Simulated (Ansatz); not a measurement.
**C₅H₁₀BN: how energies converge with the basis set**

One table from this session's results is given with a row withheld; the runs are named, their logs left out.

The runs use Ansatz 0.2.0, Gaussian basis; one geometry, several basis sets.

The runs, in order: PBE0-D4/def2-SVP; ωB97M-V/def2-SVP; PBE0-D4/def2-QZVPP; ωB97M-V/def2-QZVPP; the functionals' def2-TZVPP values are taken from earlier runs.

1 further run of the same task is left out (it didn't finish). Runs told in other sessions of the task aren't counted.

## The geometry

The geometry comes from an earlier relaxation with PBE0-D4 in a triple-zeta def2 set; it is a stationary point, not always the lowest conformer.

SMILES `BN(C=C)CC=C`, 17 atoms, charge 0, spin multiplicity 1.

Atoms are counted from 1 here; the program's logs count them from 0.

Bond lengths: B1–N2 1.399 Å, B1–H8 1.195 Å, B1–H9 1.195 Å, N2–C3 1.398 Å, N2–C5 1.457 Å, C3–C4 1.329 Å, C3–H10 1.084 Å, C4–H11 1.081 Å, C4–H12 1.081 Å, C5–C6 1.498 Å, C5–H13 1.092 Å, C5–H14 1.095 Å, C6–C7 1.324 Å, C6–H15 1.088 Å, C7–H16 1.086 Å, C7–H17 1.083 Å. Angles: N2–B1–H8 118.9°, N2–B1–H9 118.7°, H8–B1–H9 122.4°, B1–N2–C3 121.0°, B1–N2–C5 121.5°, C3–N2–C5 117.5°, N2–C3–C4 127.1°, N2–C3–H10 112.5°, C4–C3–H10 120.5°, C3–C4–H11 123.4°, C3–C4–H12 119.0°, H11–C4–H12 117.5°, N2–C5–C6 113.7°, N2–C5–H13 106.5°, N2–C5–H14 109.7°, C6–C5–H13 108.9°, C6–C5–H14 110.3°, H13–C5–H14 107.4° and more.

The first run:

in.yaml reads:

```yaml
crystal:
  periodic: [false, false, false]
  atoms:
    - {symbol: B, position_ang: [-0.981895, 2.206945, 0.003304]}
    - {symbol: N, position_ang: [-0.640309, 0.869038, -0.221899]}
    - {symbol: C, position_ang: [-0.519221, 0.366803, -1.520580]}
    - {symbol: C, position_ang: [-0.209305, -0.877177, -1.872694]}
    - {symbol: C, position_ang: [-0.404173, -0.053078, 0.881211]}
    - {symbol: C, position_ang: [1.039844, -0.398443, 1.077378]}
    - {symbol: C, position_ang: [1.487988, -1.610993, 1.361906]}
    - {symbol: H, position_ang: [-1.092353, 2.593146, 1.128995]}
    - {symbol: H, position_ang: [-1.153356, 2.921631, -0.939057]}
    - {symbol: H, position_ang: [-0.719994, 1.118186, -2.275987]}
    - {symbol: H, position_ang: [0.024418, -1.656409, -1.161266]}
    - {symbol: H, position_ang: [-0.167661, -1.130611, -2.923163]}
    - {symbol: H, position_ang: [-0.776734, 0.438693, 1.782715]}
    - {symbol: H, position_ang: [-0.995692, -0.963220, 0.735448]}
    - {symbol: H, position_ang: [1.732863, 0.437565, 1.013175]}
    - {symbol: H, position_ang: [0.817847, -2.463647, 1.423873]}
    - {symbol: H, position_ang: [2.538832, -1.798730, 1.546543]}
basis:
  gaussian: {orbitals: def2-SVP}
hamiltonian: {xc: pbe0, dispersion: d4}
output: {orbitals: {seedname: orbitals}}
```

Started as:

```bash
$ ansatz run in.yaml --threads 4 --pin off --events-out ev --progress --plain --max-ram 11315MiB
```

Steps of the session up to this table: PBE0-D4 in def2-SVP; ωB97M-V in def2-SVP; PBE0-D4 in def2-QZVPP; ωB97M-V in def2-QZVPP.

One table of the session follows, with a row left open; its other results are not shown here.

It belongs to the step «Functionals by basis». 

| functional | basis | HOMO (eV) |
| --- | --- | --- |
| PBE0-D4 | def2-SVP | -6.72 |
| PBE0-D4 | def2-TZVPP | -6.76 |
| PBE0-D4 | def2-QZVPP | ? |
| ωB97M-V | def2-SVP | -8.88 |
| ωB97M-V | def2-TZVPP | -8.94 |
| ωB97M-V | def2-QZVPP | -8.94 |

Q: Estimate the row for PBE0-D4, def2-QZVPP from the others.

As computed: HOMO (eV): -6.77. In the column «HOMO (eV)» it lies between ωB97M-V, def2-SVP (-8.88) and PBE0-D4, def2-TZVPP (-6.76).
